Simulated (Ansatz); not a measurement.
# GdN (Fm-3m): which magnetic order lies lowest

Which of a few magnetic orders of GdN (Fm-3m) is lowest at one geometry?

Program: Ansatz 0.2.0. Level of theory: DFT r²SCAN, scalar-relativistic, plane waves, PAW. These are calculated values, not measurements.

## 1. The system as given

It takes space group Fm-3m (No. 225, cubic). The conventional cell has a = 4.973 Å, b = 4.973 Å, c = 4.973 Å, α = 90.00°, β = 90.00°, γ = 90.00°. Gd (site symmetry m-3m) is surrounded by 6 N at 2.49 Å. Around N (site symmetry m-3m) lie 6 Gd at 2.49 Å.

Structure file:

```
CELL_PARAMETERS angstrom
0.00000 2.48658 2.48658
2.48658 0.00000 2.48658
2.48658 2.48658 0.00000
ATOMIC_POSITIONS crystal
Gd 0.00000 0.00000 0.00000
N 0.50000 0.50000 0.50000
```

This cell comes from an earlier session at r²SCAN: 15.375 Å³/atom at 0.05 GPa, on a 12×12×12 mesh.

## 2. Ferromagnetic, larger cell

Input file input.yaml:

```yaml
crystal:
  lattice:
    - [0.0, 2.4865793985, -2.4865793985]
    - [0.0, 2.4865793985, 2.4865793985]
    - [4.973158797, 0.0, 0.0]
  atoms:
    - { symbol: Gd, position: [0.0, 0.0, 0.0], spin: 7.0 }
    - { symbol: "N", position: [0.0, 1.0, 0.5] }
    - { symbol: Gd, position: [0.5, 0.5, 0.5], spin: 7.0 }
    - { symbol: "N", position: [0.5, 1.5, 1.0] }
basis:
  ecutwfc: 500
  ecutrho_ratio: 4
kpoints:
  mp_grid: { grid: [8, 8, 6] }
hamiltonian:
  xc: r2scan
scf:
  occupations: { method: gaussian, width: 0.05 }
  lower_state_search: "off"
output:
  forces: true
  stress: true
  eigenvalues: true
  populations: true
magnetization:
  spin_polarized: true
```

Command:

```console
ansatz run input.yaml --threads 2 --pin off --max-ram 5120MiB --backend cpu --events-out ev --progress --plain --runs-dir out
```

## 3. Antiferromagnetic, propagation vector (1, 0, 0)

input.yaml, as its differences from that of step 2:

```diff
@@ -8,3 +8,3 @@
     - { symbol: "N", position: [0.0, 1.0, 0.5] }
-    - { symbol: Gd, position: [0.5, 0.5, 0.5], spin: 7.0 }
+    - { symbol: Gd, position: [0.5, 0.5, 0.5], spin: -7.0 }
     - { symbol: "N", position: [0.5, 1.5, 1.0] }
```

## 4. Ferromagnetic, larger cell

Input file input.yaml:

```yaml
crystal:
  lattice:
    - [-2.4865793985, -2.4865793985, 4.973158797]
    - [-4.973158797, -2.4865793985, 2.4865793985]
    - [-2.4865793985, -4.973158797, 2.4865793985]
  atoms:
    - { symbol: Gd, position: [0.0, 0.0, 0.0], spin: 7.0 }
    - { symbol: "N", position: [1.25, -0.75, -0.75] }
    - { symbol: Gd, position: [0.5, 0.5, 0.5], spin: 7.0 }
    - { symbol: "N", position: [1.75, -0.25, -0.25] }
basis:
  ecutwfc: 500
  ecutrho_ratio: 4
kpoints:
  mp_grid: { grid: [10, 10, 10] }
hamiltonian:
  xc: r2scan
scf:
  occupations: { method: gaussian, width: 0.05 }
  lower_state_search: "off"
output:
  forces: true
  stress: true
  eigenvalues: true
  populations: true
magnetization:
  spin_polarized: true
```

## 5. Antiferromagnetic, propagation vector (1/2, 1/2, -1/2)

input.yaml, as its differences from that of step 4:

```diff
@@ -8,3 +8,3 @@
     - { symbol: "N", position: [1.25, -0.75, -0.75] }
-    - { symbol: Gd, position: [0.5, 0.5, 0.5], spin: 7.0 }
+    - { symbol: Gd, position: [0.5, 0.5, 0.5], spin: -7.0 }
     - { symbol: "N", position: [1.75, -0.25, -0.25] }
```

## 6. No spin polarisation

Input file input.yaml:

```yaml
crystal:
  lattice:
    - [0.0, 2.4865793985, 2.4865793985]
    - [2.4865793985, 0.0, 2.4865793985]
    - [2.4865793985, 2.4865793985, 0.0]
  atoms:
    - { symbol: Gd, position: [0.0, 0.0, 0.0] }
    - { symbol: "N", position: [0.5, 0.5, 0.5] }
basis:
  ecutwfc: 500
  ecutrho_ratio: 4
kpoints:
  mp_grid: { grid: [12, 12, 12] }
hamiltonian:
  xc: r2scan
scf:
  occupations: { method: gaussian, width: 0.05 }
output:
  forces: true
  stress: true
  eigenvalues: true
```

(Steps that only read results are left out.)

What does the calculation give? Wanted: orders tried; lowest; next above it.

The runs gave:

| quantity | value |
| --- | --- |
| orders tried | 4 |
| lowest | ferromagnetic |
| largest moment there | 6.93 μB |
| next above it | antiferromagnetic, propagation vector (1/2, 1/2, -1/2), 5.4 meV/atom |

In words: Of the orders that kept their pattern, the lowest is: ferromagnetic. The next lies 5.4 meV/atom higher. Under stress at this geometry, and so lower once relaxed: no spin polarisation (-2.7 GPa). Only these orders were tried, at zero temperature; the one found in experiment may not be among them. No U or exact exchange acts on the open f shell of Gd, so the metal holds for this level alone. Spin–orbit coupling is left out, though the cell holds Gd; it splits the 4f levels.
